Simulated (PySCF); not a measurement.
# CH₆B₂S: electronic excitations at several levels of theory, part 2 of 2

PySCF 2.14.0. Atoms count from 0.

### Step 9. TDDFT and polarisability: LC-wPBE/def2-SVPD

The job: settings as JSON, then the geometry in Å.

```
{"job": {"kind": "uv", "xc": "LC-wPBE", "basis": "def2-SVPD", "ip": true}, "charge": 0, "multiplicity": 1}
B     -1.548384    -0.491612     0.188256
B     -0.755919    -0.024397    -1.198343
S      0.964277     0.359286    -1.321885
C      1.632633     0.133300     0.355323
H     -1.658076    -1.657525     0.502254
H     -2.055666     0.312835     0.940605
H     -1.329098     0.088073    -2.260529
H      1.509619    -0.907153     0.685978
H      2.704102     0.370078     0.322281
H      1.140885     0.812929     1.064714
```

With the program's defaults for keys left out, this is: TDDFT LC-wPBE/def2-SVPD, vertical, gas phase, core orbitals frozen in the response.

The program printed:

```text
coarse grid: 8608 points
cycle   1  E = -489.1231378261  dE =  1.863e-01  |g| = 2.348e-01  |ddm| = 3.415e+00
cycle   2  E = -489.1456034214  dE = -2.247e-02  |g| = 1.255e-01  |ddm| = 5.509e-01
cycle   3  E = -489.1501259850  dE = -4.523e-03  |g| = 3.787e-02  |ddm| = 3.107e-01
cycle   4  E = -489.1507210027  dE = -5.950e-04  |g| = 6.890e-03  |ddm| = 1.077e-01
cycle   5  E = -489.1507424239  dE = -2.142e-05  |g| = 2.158e-03  |ddm| = 2.332e-02
cycle   6  E = -489.1507445355  dE = -2.112e-06  |g| = 7.444e-04  |ddm| = 6.805e-03
final grid: 77608 points
cycle   7  E = -489.2144145960  dE = -2.091e-05  |g| = 4.089e-03  |ddm| = 4.958e-02
cycle   8  E = -489.2144170086  dE = -2.413e-06  |g| = 3.006e-03  |ddm| = 1.093e-02
cycle   9  E = -489.2144192049  dE = -2.196e-06  |g| = 1.944e-04  |ddm| = 4.593e-03
cycle  10  E = -489.2144192348  dE = -2.988e-08  |g| = 9.958e-05  |ddm| = 6.989e-04
cycle  11  E = -489.2144192409  dE = -6.118e-09  |g| = 3.944e-05  |ddm| = 2.806e-04
cycle  12  E = -489.2144192421  dE = -1.163e-09  |g| = 8.657e-06  |ddm| = 1.488e-04
cycle  13  E = -489.2144192422  dE = -1.086e-10  |g| = 2.535e-06  |ddm| = 4.338e-05
converged SCF energy = -489.2144192422

Static polarisability (au): isotropic 62.155, principal 50.221 63.018 73.226

Singlet excitations
state   eV       nm        f      main configurations
  1   4.8829    253.9   0.00096   H-1->L 0.79, H-4->L 0.11
  2   5.6199    220.6   0.00080   H->L 0.62, H-3->L 0.33
  3   5.7085    217.2   0.00085   H-1->L+1 0.93
  4   6.2502    198.4   0.16776   H->L+1 0.92
  5   6.3837    194.2   0.00091   H-3->L 0.61, H->L 0.34
  6   6.9861    177.5   0.00037   H-2->L+1 0.80
  7   7.3138    169.5   0.00127   H->L+9 0.25, H->L+2 0.20, H->L+4 0.17
  8   7.6962    161.1   0.13398   H-2->L 0.88
  9   8.0877    153.3   0.05814   H->L+2 0.41, H->L+3 0.31, H->L+7 0.21
 10   8.2438    150.4   0.09135   H-1->L+2 0.44, H-4->L 0.30

Triplet excitations (Tamm-Dancoff, eV): 4.0344 4.7000 4.9569 4.9730
Vertical ionisation energy (delta-SCF) = 9.9575 eV
```

Run time: 57 s. Hardware: 1 thread of Arm Neoverse N1, shared host; peak memory 0.62 GiB.

This run: HOMO -10.39 eV, LUMO 0.41 eV; lowest singlet 4.88 eV.

### Step 10. TDDFT and polarisability: PBE0/6-31G*

The job, as its differences from that of step 9:

```diff
@@ -1,2 +1,2 @@
-{"job": {"kind": "uv", "xc": "LC-wPBE", "basis": "def2-SVPD", "ip": true}, "charge": 0, "multiplicity": 1}
+{"job": {"kind": "uv", "xc": "PBE0", "basis": "6-31G*"}, "charge": 0, "multiplicity": 1}
 B     -1.548384    -0.491612     0.188256
```

Level: TDDFT PBE0/6-31G*, vertical, gas phase, core orbitals frozen in the response.

The program printed:

```text
coarse grid: 8608 points
cycle   1  E = -489.3202941779  dE =  5.307e-02  |g| = 1.961e-01  |ddm| = 2.758e+00
cycle   2  E = -489.3276819704  dE = -7.388e-03  |g| = 1.477e-01  |ddm| = 4.827e-01
cycle   3  E = -489.3344408261  dE = -6.759e-03  |g| = 2.926e-02  |ddm| = 2.129e-01
cycle   4  E = -489.3346639166  dE = -2.231e-04  |g| = 1.177e-02  |ddm| = 5.412e-02
cycle   5  E = -489.3347089975  dE = -4.508e-05  |g| = 2.651e-03  |ddm| = 2.075e-02
cycle   6  E = -489.3347113167  dE = -2.319e-06  |g| = 5.269e-04  |ddm| = 3.866e-03
final grid: 77608 points
cycle   7  E = -489.2960154530  dE = -9.103e-06  |g| = 6.873e-03  |ddm| = 1.755e-02
cycle   8  E = -489.2960070879  dE =  8.365e-06  |g| = 8.753e-03  |ddm| = 1.633e-02
cycle   9  E = -489.2960294912  dE = -2.240e-05  |g| = 3.241e-04  |ddm| = 9.859e-03
cycle  10  E = -489.2960295262  dE = -3.507e-08  |g| = 9.132e-05  |ddm| = 6.234e-04
cycle  11  E = -489.2960295284  dE = -2.203e-09  |g| = 4.068e-05  |ddm| = 1.566e-04
cycle  12  E = -489.2960295289  dE = -4.989e-10  |g| = 9.242e-06  |ddm| = 5.766e-05
converged SCF energy = -489.2960295289

Static polarisability (au): isotropic 53.468, principal 38.495 53.965 67.944

Singlet excitations
state   eV       nm        f      main configurations
  1   4.6817    264.8   0.00270   H-1->L 0.94
  2   4.7440    261.3   0.00013   H->L 0.99
  3   5.5555    223.2   0.00101   H-1->L+1 0.99
  4   6.0736    204.1   0.12314   H->L+1 0.85, H-2->L 0.10
  5   6.1658    201.1   0.00007   H-3->L 0.98
  6   6.7363    184.1   0.12337   H-2->L 0.85, H->L+1 0.09
  7   6.8901    179.9   0.00045   H-2->L+1 0.92
  8   7.3868    167.8   0.00627   H-4->L 0.88
  9   7.3897    167.8   0.00049   H->L+2 0.86
 10   8.0827    153.4   0.10580   H-3->L+1 0.97

Triplet excitations (Tamm-Dancoff, eV): 3.8980 4.5366 4.5817 4.8368
```

Wall time 6.3 s (1 thread of Arm Neoverse N1, shared host); peak memory 0.41 GiB.

Key values: HOMO -7.60 eV, LUMO -1.57 eV; lowest singlet 4.68 eV.

### Step 11. Excited states and response: PBE0/def2-SVP

The job, as its differences from that of step 10:

```diff
@@ -1,2 +1,2 @@
-{"job": {"kind": "uv", "xc": "PBE0", "basis": "6-31G*"}, "charge": 0, "multiplicity": 1}
+{"job": {"kind": "uv", "xc": "PBE0", "basis": "def2-SVP"}, "charge": 0, "multiplicity": 1}
 B     -1.548384    -0.491612     0.188256
```

With the program's defaults for keys left out, this is: TDDFT PBE0/def2-SVP, vertical, gas phase, core orbitals frozen in the response.

The program printed:

```text
coarse grid: 8608 points
cycle   1  E = -489.0623940852  dE =  3.086e-02  |g| = 1.747e-01  |ddm| = 3.038e+00
cycle   2  E = -489.0690613123  dE = -6.667e-03  |g| = 1.280e-01  |ddm| = 4.871e-01
cycle   3  E = -489.0741992921  dE = -5.138e-03  |g| = 3.222e-02  |ddm| = 1.969e-01
cycle   4  E = -489.0744870370  dE = -2.877e-04  |g| = 1.306e-02  |ddm| = 6.167e-02
cycle   5  E = -489.0745405232  dE = -5.349e-05  |g| = 2.487e-03  |ddm| = 2.267e-02
cycle   6  E = -489.0745424575  dE = -1.934e-06  |g| = 6.814e-04  |ddm| = 3.924e-03
final grid: 77608 points
cycle   7  E = -489.1255116743  dE = -1.401e-05  |g| = 6.741e-03  |ddm| = 2.268e-02
cycle   8  E = -489.1255034771  dE =  8.197e-06  |g| = 8.604e-03  |ddm| = 1.584e-02
cycle   9  E = -489.1255246229  dE = -2.115e-05  |g| = 2.989e-04  |ddm| = 9.668e-03
cycle  10  E = -489.1255246541  dE = -3.123e-08  |g| = 8.471e-05  |ddm| = 6.857e-04
cycle  11  E = -489.1255246557  dE = -1.662e-09  |g| = 3.872e-05  |ddm| = 1.574e-04
cycle  12  E = -489.1255246562  dE = -4.623e-10  |g| = 9.712e-06  |ddm| = 5.555e-05
converged SCF energy = -489.1255246562

Static polarisability (au): isotropic 54.676, principal 40.755 55.566 67.708

Singlet excitations
state   eV       nm        f      main configurations
  1   4.5804    270.7   0.00176   H-1->L 0.94
  2   4.6082    269.1   0.00025   H->L 0.99
  3   5.5317    224.1   0.00134   H-1->L+1 0.99
  4   6.0354    205.4   0.02366   H-3->L 0.78, H->L+1 0.17
  5   6.0376    205.4   0.08943   H->L+1 0.65, H-3->L 0.21, H-2->L 0.10
  6   6.6038    187.7   0.12740   H-2->L 0.82, H->L+1 0.12
  7   6.8495    181.0   0.00019   H-2->L+1 0.94
  8   7.2401    171.2   0.00747   H-4->L 0.94
  9   7.4083    167.4   0.00051   H->L+2 0.93
 10   7.9939    155.1   0.10606   H-3->L+1 0.97

Triplet excitations (Tamm-Dancoff, eV): 3.8291 4.4354 4.4731 4.8298
```

Run time: 8.1 s. Hardware: 1 thread of Arm Neoverse N1, shared host; peak memory 0.46 GiB.

In short: HOMO -7.65 eV, LUMO -1.77 eV; lowest singlet 4.58 eV.

### Step 12. Comparing the runs: electronic excitations

Excitations and ground-state properties, with basis size and wall time:

| run | lowest singlet (eV) | brightest (eV) | f | gap (eV) | α (Å³) | μ (D) | functions | time |
| --- | --- | --- | --- | --- | --- | --- | --- | --- |
| LDA/def2-SVPD | 3.56 | 5.63 | 0.199 | 3.52 | 10.23 | 1.58 | 135 | 43 s |
| PBE/def2-SVPD | 3.75 | 5.73 | 0.155 | 3.72 | 10.04 | 1.55 | 135 | 60 s |
| B3LYP/def2-SVPD | 4.40 | 5.83 | 0.127 | 5.39 | 9.70 | 1.49 | 135 | 53 s |
| PBE0/def2-SVPD | 4.57 | 5.90 | 0.134 | 5.84 | 9.60 | 1.54 | 135 | 50 s |
| BHandHLYP/def2-SVPD | 4.93 | 6.22 | 0.164 | 7.86 | 9.29 | 1.49 | 135 | 35 s |
| CAM-B3LYP/def2-SVPD | 4.71 | 6.04 | 0.155 | 8.21 | 9.50 | 1.49 | 135 | 55 s |
| wB97X-D/def2-SVPD | 4.83 | 6.04 | 0.156 | 9.57 | 9.48 | 1.53 | 135 | 39 s |
| LC-wPBE/def2-SVPD | 4.88 | 6.25 | 0.168 | 10.80 | 9.21 | 1.53 | 135 | 57 s |
| PBE0/6-31G* | 4.68 | 6.74 | 0.123 | 6.03 | 7.92 | 1.57 | 72 | 6.3 s |
| PBE0/def2-SVP | 4.58 | 6.60 | 0.127 | 5.88 | 8.10 | 1.55 | 90 | 8.1 s |

### Step 13. Outcome

What follows sums up all 2 parts.

| quantity | value |
| --- | --- |
| lowest singlet (LDA/def2-SVPD) | 3.56 eV (349 nm), f = 0.000 |
| brightest single state of those computed | state 6, 5.63 eV, f = 0.199 |
| lowest triplet | 3.43 eV |
| vertical ionisation energy (ΔSCF) | 9.87 eV |
| vertical electron affinity (ΔSCF) | 0.39 eV |
| range of the lowest singlet | 3.56 to 4.93 eV |

What this shows: Single values in the summary come from the first run of each kind that ended normally (LDA/def2-SVPD), which need not be the best level. The first singlet state (HOMO→LUMO 1.00) lies at 3.56 eV and is dark; of the 10 states computed, the strongest absorption comes from state 6 at 5.63 eV (the last state computed is bright too, and its partners may lie past the list). The lowest triplet lies 0.13 eV below the lowest singlet (triplets in Tamm-Dancoff, singlets in full TDDFT). ΔSCF puts the ionisation energy at 9.87 eV, 3.14 eV above −ε(HOMO). The lowest singlet runs from 3.56 eV (LDA/def2-SVPD) to 4.93 eV (BHandHLYP/def2-SVPD), while the orbital gap spans 3.52 to 10.80 eV. The lowest state need not be the same one in every run.
